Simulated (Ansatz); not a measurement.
# GaSn4: the cost of one run

Computed with Ansatz 0.2.0 (DFT PBE, scalar-relativistic, plane waves, PAW, unless a step's input says otherwise).

**1. The system as given**

It takes space group Im-3m (No. 229, cubic). The conventional cell has a = 6.414 Å, b = 6.414 Å, c = 6.414 Å, α = 90.00°, β = 90.00°, γ = 90.00°. Ga (site symmetry m-3m) is surrounded by 8 Sn at 2.78 Å. Sn (site symmetry -3m) is surrounded by 2 Ga at 2.78 Å.

Coordinates:

```cif
data_structure
_symmetry_space_group_name_H-M 'P 1'
_symmetry_Int_Tables_number 1
_cell_length_a 5.5543
_cell_length_b 5.5543
_cell_length_c 5.5543
_cell_angle_alpha 109.471
_cell_angle_beta 109.471
_cell_angle_gamma 109.471
_cell_volume 131.90
loop_
_atom_site_label
_atom_site_type_symbol
_atom_site_fract_x
_atom_site_fract_y
_atom_site_fract_z
_atom_site_occupancy
Ga1 Ga 0.00000 0.00000 0.00000 1
Sn1 Sn 0.00000 0.00000 0.50000 1
Sn2 Sn 0.50000 0.00000 0.00000 1
Sn3 Sn 0.00000 0.50000 0.00000 1
Sn4 Sn 0.50000 0.50000 0.50000 1
```

The cell is invented: species swapped into a database cell of Hg4Pt (Im-3m, No. 229), with Sn on the Hg sites and Ga on the Pt sites. Lengths come from tabulated atomic sizes and are only a guess.

**2. A first look at the guess**

The input, input.yaml:

```yaml
crystal:
  lattice:
    - [-3.20675096, 3.20675096, 3.20675096]
    - [3.20675096, -3.20675096, 3.20675096]
    - [3.20675096, 3.20675096, -3.20675096]
  atoms:
    - { symbol: Ga, position: [0.0, 0.0, 0.0] }
    - { symbol: Sn, position: [0.0, 0.0, 0.5] }
    - { symbol: Sn, position: [0.5, 0.0, 0.0] }
    - { symbol: Sn, position: [0.0, 0.5, 0.0] }
    - { symbol: Sn, position: [0.5, 0.5, 0.5] }
basis:
  ecutwfc: 420
kpoints:
  mp_grid: { grid: [4, 4, 4] }
hamiltonian:
  xc: pbe
scf:
  occupations: { method: gaussian, width: 0.1 }
  lower_state_search: "off"
output:
  forces: true
  stress: true
  eigenvalues: true
```

Command:

```bash
ansatz run input.yaml --threads 1 --pin off --max-ram 2048MiB --backend cpu --events-out ev --progress --plain --runs-dir out
```

**Question.** How long does this run take on 1 thread of Arm Neoverse N1, shared host, and how much memory does it need?

About 5.5 s, with a peak of 0.38 GiB.
